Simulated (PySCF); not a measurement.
# GeBr: bond curves at several levels of theory

An exercise on one series of results from a longer session: the logs are not shown, and one member is left open.

The runs use PySCF 2.14.0; Ge def2-TZVPP, Br def2-TZVPP, no relativity.

The first run:

A driver script around PySCF takes these settings:

```yaml
atoms: Ge, Br
charge: 0
basis: Ge def2-TZVPP, Br def2-TZVPP
Hamiltonian: no relativity
basis_functions: 96
electrons_treated: 67
masses_in_u: 73.9212, 78.9183
levels: PBE0, PBE, r²SCAN, revPBE, M06-L, BHandHLYP, TPSS, ωB97M-V, HF, MP2, SCS-MP2, CCSD, CCSD(T)
grid: 80 radial by 434 angular points
occupations: held fixed by the projection of orbital angular momentum
dissociation_limit: Ge + Br, each in its ground configuration
starting_distance_in_angstrom: 2.275
values_of_2S_to_try: 1, 3
```

Started as:

```console
OMP_NUM_THREADS=2 python dia.py task.json out
```

Among the steps run: The job; First curve: PBE0; Other states along the same grid; PBE; r²SCAN; revPBE (GGA); M06-L; BHandHLYP; TPSS; ωB97M-V; UHF; Adding correlation.

One table of the session follows, with a row left open; its other results are not shown here.

It belongs to the step «The curves together». Energy (eV) from each level's lowest point:

| R (Å) | UHF | UHF-MP2 | UHF-SCS-MP2 | UHF-CCSD | UHF-CCSD(T) |
| --- | --- | --- | --- | --- | --- |
| 2.006 | 1.165 | 0.979 | 1.036 | n/a | n/a |
| 2.099 | 0.536 | 0.411 | 0.449 | 0.448 | 0.452 |
| 2.192 | 0.184 | 0.113 | 0.135 | 0.133 | 0.136 |
| 2.262 | ? | ? | ? | ? | ? |
| 2.332 | 0.000 | 0.000 | 0.000 | 0.000 | 0.000 |
| 2.402 | 0.012 | 0.044 | 0.034 | 0.035 | 0.034 |
| 2.495 | 0.099 | 0.170 | 0.147 | 0.150 | 0.147 |
| 2.612 | 0.283 | 0.399 | 0.362 | 0.367 | 0.361 |
| 2.752 | 0.570 | 0.732 | 0.680 | 0.686 | 0.677 |
| 2.938 | 0.999 | 1.210 | 1.142 | n/a | n/a |

Estimate the missing values for R (Å) = 2.262.

Worked estimate for «UHF». A straight line through the neighbours (2.192, 0.184) and (2.332, 0.000) gives 0.184 + (0.000 − 0.184) × (2.262 − 2.192) / (2.332 − 2.192) = 0.092; a parabola fitted to 4 rows on both sides gives 0.046.

As computed: UHF: 0.051; UHF-MP2: 0.016; UHF-SCS-MP2: 0.027; UHF-CCSD: 0.026; UHF-CCSD(T): 0.028. In «UHF» the line misses by +0.041 and the parabola by -0.005.
